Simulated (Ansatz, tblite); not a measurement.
# C34H26S8Si2: which spin state is lowest

Is the singlet the ground state of C34H26S8Si2? Other spin states are computed and compared level by level.

Method: as each input shows; program: Ansatz 0.2.0, Gaussian basis.

Levels to be run: triplet, at the geometry of the singlet (GFN1-xTB, GFN2-xTB, PBE0-D4/def2-SVP, PBE-D4/def2-SVP); the singlet's energies come from earlier runs.

1 further run of the same task is left out (set aside as unsound or not needed).

## Step 1: The relaxed structure

The singlet was relaxed beforehand with PBE-D4/def2-SVP.

70 atoms, charge 0, spin multiplicity 1.

Bond lengths: C1–Si2 1.890 Å, C1–H45 1.109 Å, C1–H46 1.109 Å, C1–H47 1.110 Å, Si2–C3 1.891 Å, Si2–C4 1.891 Å, Si2–C5 1.849 Å, C3–H48 1.109 Å, C3–H49 1.110 Å, C3–H50 1.109 Å, C4–H51 1.110 Å, C4–H52 1.109 Å, C4–H53 1.109 Å, C5–C6 1.239 Å, C6–C7 1.405 Å, C7–C8 1.399 Å, C7–S44 1.776 Å, C8–C9 1.413 Å and more. Angles: Si2–C1–H45 111.0°, Si2–C1–H46 111.0°, Si2–C1–H47 110.5°, H45–C1–H46 108.0°, H45–C1–H47 108.1°, H46–C1–H47 108.1°, C1–Si2–C3 110.7°, C1–Si2–C4 110.5°, C1–Si2–C5 108.3°, C3–Si2–C4 110.4°, C3–Si2–C5 108.2°, C4–Si2–C5 108.6°, Si2–C3–H48 111.0°, Si2–C3–H49 110.6°, Si2–C3–H50 111.0°, H48–C3–H49 108.2°, H48–C3–H50 108.0°, H49–C3–H50 108.1° and more.

## Step 2: Triplet at the fixed geometry, GFN1-xTB

Tight binding, by tblite at 300 K electronic temperature and without a spin-polarisation term:

```python
tblite.interface.Calculator('GFN1-xTB', numbers, positions, charge=0, uhf=2).singlepoint()
```

Energy -3238.9174 eV; 0.69 s.

## Step 3: Triplet at the fixed geometry, GFN2-xTB

Tight binding, by tblite at 300 K electronic temperature and without a spin-polarisation term:

```python
tblite.interface.Calculator('GFN2-xTB', numbers, positions, charge=0, uhf=2).singlepoint()
```

Energy -3136.9865 eV; 0.65 s.

## Step 4: Triplet at the fixed geometry, PBE0-D4/def2-SVP

Input file in.yaml:

```yaml
crystal:
  periodic: [false, false, false]
  atoms:
    - {symbol: C, position_ang: [-16.468113, 1.051253, -1.943728]}
    - {symbol: Si, position_ang: [-15.915108, 0.073636, -0.423742]}
    - {symbol: C, position_ang: [-16.517658, -1.715545, -0.524474]}
    - {symbol: C, position_ang: [-16.547471, 0.893327, 1.158358]}
    - {symbol: C, position_ang: [-14.066851, 0.060599, -0.384502]}
    - {symbol: C, position_ang: [-12.829040, 0.031665, -0.343738]}
    - {symbol: C, position_ang: [-11.424198, 0.010391, -0.306860]}
    - {symbol: C, position_ang: [-10.589032, -0.800879, 0.469119]}
    - {symbol: C, position_ang: [-9.224375, -0.524736, 0.226298]}
    - {symbol: S, position_ang: [-7.717319, -1.150648, 0.836963]}
    - {symbol: C, position_ang: [-6.792826, -0.043233, -0.188992]}
    - {symbol: C, position_ang: [-5.353987, -0.061669, -0.143334]}
    - {symbol: C, position_ang: [-4.519179, -0.848565, 0.654704]}
    - {symbol: C, position_ang: [-3.153286, -0.574293, 0.413919]}
    - {symbol: S, position_ang: [-1.645981, -1.173885, 1.046064]}
    - {symbol: C, position_ang: [-0.721323, -0.088155, -0.002347]}
    - {symbol: C, position_ang: [0.718661, -0.083714, 0.035085]}
    - {symbol: C, position_ang: [1.590627, 0.696118, -0.731481]}
    - {symbol: C, position_ang: [2.942270, 0.430244, -0.417971]}
    - {symbol: S, position_ang: [4.476410, 1.029064, -0.982698]}
    - {symbol: C, position_ang: [5.352413, -0.028587, 0.134543]}
    - {symbol: C, position_ang: [6.793368, -0.015586, 0.170406]}
    - {symbol: C, position_ang: [7.640383, -0.859226, 0.894382]}
    - {symbol: C, position_ang: [9.003275, -0.542444, 0.681924]}
    - {symbol: S, position_ang: [10.516737, -1.179907, 1.254495]}
    - {symbol: C, position_ang: [11.424989, 0.010152, 0.297632]}
    - {symbol: C, position_ang: [12.829891, 0.013642, 0.336674]}
    - {symbol: C, position_ang: [14.068136, 0.011575, 0.374434]}
    - {symbol: Si, position_ang: [15.916121, 0.025560, 0.423514]}
    - {symbol: C, position_ang: [16.570530, -0.774272, -1.159775]}
    - {symbol: C, position_ang: [16.473211, -0.954406, 1.940580]}
    - {symbol: C, position_ang: [16.492353, 1.822388, 0.539842]}
    - {symbol: C, position_ang: [10.576093, 0.854140, -0.426412]}
    - {symbol: C, position_ang: [9.216609, 0.537775, -0.205104]}
    - {symbol: S, position_ang: [7.699255, 1.175512, -0.773977]}
    - {symbol: C, position_ang: [4.481824, -0.808833, 0.901603]}
    - {symbol: C, position_ang: [3.129506, -0.548322, 0.584054]}
    - {symbol: S, position_ang: [1.594137, -1.147910, 1.146832]}
    - {symbol: C, position_ang: [-1.557674, 0.696789, -0.803104]}
    - {symbol: C, position_ang: [-2.922033, 0.418696, -0.563905]}
    - {symbol: S, position_ang: [-4.429068, 1.020605, -1.196821]}
    - {symbol: C, position_ang: [-7.626060, 0.765086, -0.965880]}
    - {symbol: C, position_ang: [-8.994758, 0.491428, -0.729071]}
    - {symbol: S, position_ang: [-10.496793, 1.118305, -1.339873]}
    - {symbol: H, position_ang: [-16.085490, 0.588391, -2.875749]}
    - {symbol: H, position_ang: [-16.096834, 2.095231, -1.902354]}
    - {symbol: H, position_ang: [-17.575934, 1.082180, -2.003504]}
    - {symbol: H, position_ang: [-16.138723, -2.211445, -1.440859]}
    - {symbol: H, position_ang: [-17.626773, -1.753202, -0.544254]}
    - {symbol: H, position_ang: [-16.169381, -2.301429, 0.350187]}
    - {symbol: H, position_ang: [-17.657211, 0.913159, 1.170914]}
    - {symbol: H, position_ang: [-16.202827, 0.341782, 2.056434]}
    - {symbol: H, position_ang: [-16.182747, 1.937339, 1.238148]}
    - {symbol: H, position_ang: [-10.981839, -1.548209, 1.169062]}
    - {symbol: H, position_ang: [-4.900828, -1.582299, 1.376813]}
    - {symbol: H, position_ang: [1.247636, 1.420354, -1.480411]}
    - {symbol: H, position_ang: [7.274407, -1.670557, 1.535523]}
    - {symbol: H, position_ang: [17.680500, -0.778600, -1.164844]}
    - {symbol: H, position_ang: [16.224334, -0.221322, -2.056391]}
    - {symbol: H, position_ang: [16.220970, -1.822672, -1.249302]}
    - {symbol: H, position_ang: [17.580965, -0.971293, 2.006976]}
    - {symbol: H, position_ang: [16.115790, -2.002817, 1.890259]}
    - {symbol: H, position_ang: [16.078740, -0.502522, 2.873042]}
    - {symbol: H, position_ang: [17.600657, 1.875361, 0.567638]}
    - {symbol: H, position_ang: [16.142160, 2.409013, -0.333562]}
    - {symbol: H, position_ang: [16.100261, 2.307115, 1.456669]}
    - {symbol: H, position_ang: [10.955743, 1.652253, -1.075708]}
    - {symbol: H, position_ang: [4.826217, -1.522653, 1.659942]}
    - {symbol: H, position_ang: [-1.180929, 1.435043, -1.521512]}
    - {symbol: H, position_ang: [-7.243551, 1.518670, -1.666822]}
basis:
  gaussian: {orbitals: def2-SVP, fitting: {mean_field: def2-universal-jkfit}}
magnetization: {spin_polarized: true, initial_magnetization: 2}
hamiltonian: {xc: pbe0, dispersion: d4}
scf: {omitted_lower_state_checks: [starts]}
output: {orbitals: {seedname: orbitals}}
```

Command:

```bash
> ansatz run in.yaml --threads 4 --pin off --events-out ev --progress --plain --max-ram 66560MiB --backend cuda --devices 0, --max-vram 37GiB
```

Output:

```text
Functional definition: PBE0
  name "PBE0"
  cite "Adamo & Barone, J. Chem. Phys. 110, 6158 (1999) doi:10.1063/1.478522"
  cite "Perdew, Burke & Ernzerhof, Phys. Rev. Lett. 77, 3865 (1996) doi:10.1103/PhysRevLett.77.3865"
  parent pbe
  parameter a = 0.25
  parameter kappa = 0.804
  parameter beta = 0.06672455060314922
  exchange = (1 - a)*pbe_x(kappa = kappa, mu = beta*pi^2/3) + a*exact_x
  correlation = pbe_c(beta = beta)
these checks for a lower state are left out or cut short: starts
4298 factors; integrals over basis functions are off by at most 2.5e-1 eV
mean field evaluation 1: about -137917.4707 eV, gradient 1.1e2 eV
mean field evaluation 2: about -137854.2906 eV, gradient 1.5e2 eV
mean field evaluation 4: about -137971.2299 eV, gradient 3.3e1 eV
mean field evaluation 8: about -137981.1795 eV, gradient 1.8e0 eV
mean field evaluation 16: about -137981.2538 eV, gradient 1.0e-1 eV
mean field evaluation 32: about -137981.2546 eV, gradient 2.1e-3 eV
mean field -137981.25459568 eV, -5070.7175793377 hartree, gradient 6.0e-6 eV, S^2 2.050940; 0 other end points of the search recorded, 0 dependent functions left out
reference -137981.25469422 eV, -5070.7175829589 hartree; 194, 192 occupied and 592, 594 virtual orbitals, 4298 factors
Total energy: -137984.09693853 eV, -5070.8220335109 hartree
Checks for a lower state left out: starts
```

Run time: 21 s. Hardware: 1 × H100 (card shared with other runs) with 4 threads of AMD EPYC 7R13, shared host; peak host memory 1.6 GiB.

Report: HOMO -3.67 eV, LUMO -4.20 eV (over both spins; with the spin held, an empty level of the minority spin lies below the top filled one); ⟨S²⟩ 2.051 (pure: 2.00).

## Step 5: Triplet at the fixed geometry, PBE-D4/def2-SVP

start.molden holds the orbitals of an earlier run on this state, given as this run's starting guess.

in.yaml: that of step 4 with these lines changed.

```diff
@@ -74,5 +74,5 @@
 basis:
-  gaussian: {orbitals: def2-SVP, fitting: {mean_field: def2-universal-jkfit}}
+  gaussian: {orbitals: def2-SVP, fitting: {mean_field: def2-universal-jkfit}, initial_orbitals: start.molden}
 magnetization: {spin_polarized: true, initial_magnetization: 2}
-hamiltonian: {xc: pbe0, dispersion: d4}
+hamiltonian: {xc: pbe, dispersion: d4}
 scf: {omitted_lower_state_checks: [starts]}
```

The command is unchanged.

Output:

```text
Functional definition: PBE
  name "PBE"
  cite "Perdew, Burke & Ernzerhof, Phys. Rev. Lett. 77, 3865 (1996) doi:10.1103/PhysRevLett.77.3865"
  parent pbe
  parameter kappa = 0.804
  parameter beta = 0.06672455060314922
  exchange = pbe_x(kappa = kappa, mu = beta*pi^2/3)
  correlation = pbe_c(beta = beta)
these checks for a lower state are left out or cut short: starts
4298 factors; integrals over basis functions are off by at most 2.5e-1 eV
mean field evaluation 1: about -137969.6389 eV, gradient 1.3e1 eV
mean field evaluation 2: about -137970.2909 eV, gradient 8.4e-1 eV
mean field evaluation 4: about -137970.3301 eV, gradient 2.3e-1 eV
mean field evaluation 8: about -137970.3310 eV, gradient 2.6e-5 eV
mean field -137970.33098063 eV, -5070.3161438891 hartree, gradient 9.2e-6 eV, S^2 2.005666; 0 other end points of the search recorded, 0 dependent functions left out
reference -137970.33110596 eV, -5070.3161484948 hartree; 194, 192 occupied and 592, 594 virtual orbitals, 4298 factors
Total energy: -137973.61297592 eV, -5070.4367549913 hartree
Checks for a lower state left out: starts
```

Wall time 10 s (1 × H100 (card shared with other runs) with 4 threads of AMD EPYC 7R13, shared host); peak host memory 1.5 GiB.

Report: HOMO -3.15 eV, LUMO -4.42 eV (over both spins; with the spin held, an empty level of the minority spin lies below the top filled one); ⟨S²⟩ 2.006 (pure: 2.00).

## Step 6: Triplet less singlet, vertical

The singlet's energies are those of its earlier runs, whose logs aren't repeated here.

| level | triplet less singlet, vertical (kJ/mol) | time |
| --- | --- | --- |
| GFN1-xTB | +136.7 | 1.2 s |
| GFN2-xTB | +136.0 | 1.2 s |
| PBE-D4/def2-SVP | +132.3 | 17 s |
| PBE0-D4/def2-SVP | +157.6 | 31 s |

Times add the two runs; a level without a time comes out of a correlated run. Tight binding without a spin term can't rank spin states.

## Step 7: What came out

```
                                               quantity                                       value
triplet less singlet, vertical, functionals in def2-SVP  +132.3 (PBE-D4) to +157.6 kJ/mol (PBE0-D4)
```

In words: All functionals put the triplet above the singlet, over a spread of 25.3 kJ/mol. The checks for a lower triplet were left out, so another state of that spin may lie lower. These are electronic energies, without zero-point motion, entropy or surroundings.
